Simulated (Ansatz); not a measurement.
# Ti2SiGe2: the cost of one run

Computed with Ansatz 0.2.0 (DFT PBE, scalar-relativistic, plane waves, PAW, unless a step's input says otherwise).

### Step 1. The system as given

It takes space group P6/mmm (No. 191, hexagonal). The conventional cell has a = 3.558 Å, b = 3.558 Å, c = 7.905 Å, α = 90.00°, β = 90.00°, γ = 120.00°. Around Ti (site symmetry -6m2) lie 3 Si at 2.05 Å and 3 Ti at 2.05 Å. Si (site symmetry 6/mmm) is surrounded by 6 Ti at 2.05 Å and 2 Ge at 2.53 Å. Ge (site symmetry 6mm) is surrounded by 1 Si at 2.53 Å and 1 Ge at 2.85 Å.

Structure file:

```
Ti Si Ge
1.0
     3.55792    0.00000    0.00000
    -1.77896    3.08125    0.00000
     0.00000    0.00000    7.90540
Ti Si Ge
2 1 2
Cartesian
  0.0000 2.0542 0.0000
  1.7790 1.0271 0.0000
  0.0000 0.0000 0.0000
  0.0000 0.0000 2.5286
  0.0000 0.0000 5.3768
```

A structure generator made this guess: random cell by space group and Wyckoff sites (P6/mmm, No. 191). The dimensions are guesses.

### Step 2. The guess as it stands, on a coarse mesh

File input.yaml:

```yaml
crystal:
  lattice:
    - [3.55792241, 0.0, 0.0]
    - [-1.7789612, 3.08125119, 0.0]
    - [0.0, 0.0, 7.90539962]
  atoms:
    - { symbol: Ti, position: [0.33333333, 0.66666667, 0.0] }
    - { symbol: Ti, position: [0.66666667, 0.33333333, 0.0] }
    - { symbol: Si, position: [0.0, 0.0, 0.0] }
    - { symbol: Ge, position: [0.0, 0.0, 0.31985494] }
    - { symbol: Ge, position: [0.0, 0.0, 0.68014506] }
basis:
  ecutwfc: 420
kpoints:
  mp_grid: { grid: [6, 6, 2] }
hamiltonian:
  xc: pbe
scf:
  occupations: { method: gaussian, width: 0.1 }
  lower_state_search: "off"
output:
  forces: true
  stress: true
  eigenvalues: true
```

Command:

```sh
$ ansatz run input.yaml --threads 1 --pin off --max-ram 2560MiB --backend cpu --events-out ev --progress --plain --runs-dir out
```

What time and memory should one allow on 1 thread of Arm Neoverse V2, shared host?

About 2.4 s, with a peak of 0.36 GiB.
